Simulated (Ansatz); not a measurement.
# CaGe4N: the cost of one run

Method: DFT PBE, scalar-relativistic, plane waves, PAW, in Ansatz 0.2.0.

## 1. The starting structure

It takes space group Cmmm (No. 65, orthorhombic). Conventional cell: a = 7.530 Å, b = 7.556 Å, c = 3.486 Å, α = 90.00°, β = 90.00°, γ = 90.00°. Ca (site symmetry mmm) has 6 Ge at 2.32 to 2.37 Å as nearest neighbours. Ge (site symmetry 2mm) has 1 N at 2.23 Å and 2 Ca at 2.32 Å as nearest neighbours. Around Ge (site symmetry m2m) lie 2 N at 2.24 Å and 1 Ca at 2.37 Å. N (site symmetry mmm) has 6 Ge at 2.23 to 2.24 Å as nearest neighbours.

Structure file:

```
Ca Ge N
1.0
     3.76524   -3.77814    0.00000
     3.76524    3.77814    0.00000
     0.00000    0.00000    3.48582
Ca Ge N
1 4 1
Direct
  0.00000 0.00000 0.00000
  0.20337 0.20337 0.50000
  0.79663 0.79663 0.50000
  0.68597 0.31403 0.00000
  0.31403 0.68597 0.00000
  0.50000 0.50000 0.50000
```

Recipe of the guess: species swapped into a database cell of TiSnO4 (Cmmm, No. 65), with N on the Ti sites, Ca on the Sn sites and Ge on the O sites. The dimensions are guesses.

## 2. The guess as it stands, on a coarse mesh

The input, input.yaml:

```yaml
crystal:
  lattice:
    - [3.76524429, -3.77814298, 0.0]
    - [3.76524429, 3.77814298, 0.0]
    - [0.0, 0.0, 3.48582144]
  atoms:
    - { symbol: Ca, position: [0.0, 0.0, 0.0] }
    - { symbol: Ge, position: [0.20336799, 0.20336799, 0.5] }
    - { symbol: Ge, position: [0.79663201, 0.79663201, 0.5] }
    - { symbol: Ge, position: [0.685968, 0.314032, 0.0] }
    - { symbol: Ge, position: [0.314032, 0.685968, 0.0] }
    - { symbol: "N", position: [0.5, 0.5, 0.5] }
basis:
  ecutwfc: 420
kpoints:
  mp_grid: { grid: [4, 4, 6] }
hamiltonian:
  xc: pbe
scf:
  occupations: { method: gaussian, width: 0.1 }
  lower_state_search: "off"
output:
  forces: true
  stress: true
  eigenvalues: true
```

Command:

```console
> ansatz run input.yaml --threads 1 --pin off --max-ram 2560MiB --backend cpu --events-out ev --progress --plain --runs-dir out
```

**Question.** How long does this run take on 1 thread of Intel Xeon at 2.50GHz (Skylake/Cascade Lake), shared host, and how much memory does it need?

About 12 s, with a peak of 0.42 GiB.
